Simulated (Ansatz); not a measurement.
# CH7BOSi2: the cost of one run

All numbers below are computed with Ansatz 0.2.0 (RKS PBE-D4/def2-SVP).

## 1. The starting structure

Bond lengths: O1–B2 1.400 Å, B2–Si3 1.937 Å, Si3–C4 1.827 Å, Si3–Si5 2.261 Å, C4–Si5 1.910 Å, O1–H6 1.051 Å, B2–H7 1.206 Å, Si3–H8 1.499 Å, C4–H9 1.128 Å, C4–H10 1.050 Å, Si5–H11 1.447 Å, Si5–H12 1.467 Å. Angles (14 of 22 angles, heavy atoms first): O1–B2–Si3 118.9°, B2–Si3–C4 117.2°, B2–Si3–Si5 111.5°, C4–Si3–Si5 54.5°, Si3–C4–Si5 74.4°, Si3–Si5–C4 51.1°, O1–B2–H7 121.2°, Si3–B2–H7 119.9°, B2–O1–H6 105.9°, B2–Si3–H8 122.1°, C4–Si3–H8 119.2°, Si5–Si3–H8 110.6°, Si3–C4–H9 111.1°, Si3–C4–H10 116.3°.

Coordinates:

```xyz
12

O    -1.1520    1.1540    1.7526
B     0.2148    0.8550    1.6966
Si    0.8362   -0.4505    0.4073
C     0.6853   -0.0161   -1.3611
Si   -0.8292   -1.1117   -0.9709
H    -1.2958    1.9684    1.1039
H     1.0007    1.3810    2.4450
H     1.6885   -1.6187    0.8025
H     0.3487    1.0530   -1.4887
H     1.3503   -0.4958   -2.0168
H    -0.7105   -2.4450   -1.5211
H    -2.0601   -0.3287   -0.8152
```

## 2. End point A

Contents of input.yaml:

```yaml
crystal:
  periodic: [false, false, false]
  atoms:
    - { symbol: O, position_ang: [-1.152, 1.154, 1.7526] }
    - { symbol: B, position_ang: [0.2148, 0.855, 1.6966] }
    - { symbol: Si, position_ang: [0.8362, -0.4505, 0.4073] }
    - { symbol: C, position_ang: [0.6853, -0.0161, -1.3611] }
    - { symbol: Si, position_ang: [-0.8292, -1.1117, -0.9709] }
    - { symbol: H, position_ang: [-1.2958, 1.9684, 1.1039] }
    - { symbol: H, position_ang: [1.0007, 1.381, 2.445] }
    - { symbol: H, position_ang: [1.6885, -1.6187, 0.8025] }
    - { symbol: H, position_ang: [0.3487, 1.053, -1.4887] }
    - { symbol: H, position_ang: [1.3503, -0.4958, -2.0168] }
    - { symbol: H, position_ang: [-0.7105, -2.445, -1.5211] }
    - { symbol: H, position_ang: [-2.0601, -0.3287, -0.8152] }
basis:
  gaussian: { orbitals: def2-SVP }
hamiltonian:
  xc: pbe
  dispersion: d4
relax:
  f_tol: 0.015
  max_steps: 40
```

Started as:

```sh
ansatz run input.yaml --threads 2 --pin off --max-ram 3072MiB --backend cpu --events-out ev --progress --plain --runs-dir out
```

What time and memory should one allow on 2 threads of Intel Xeon 6975P-C (Granite Rapids), shared host?

About 43 s, with a peak of 0.16 GiB.
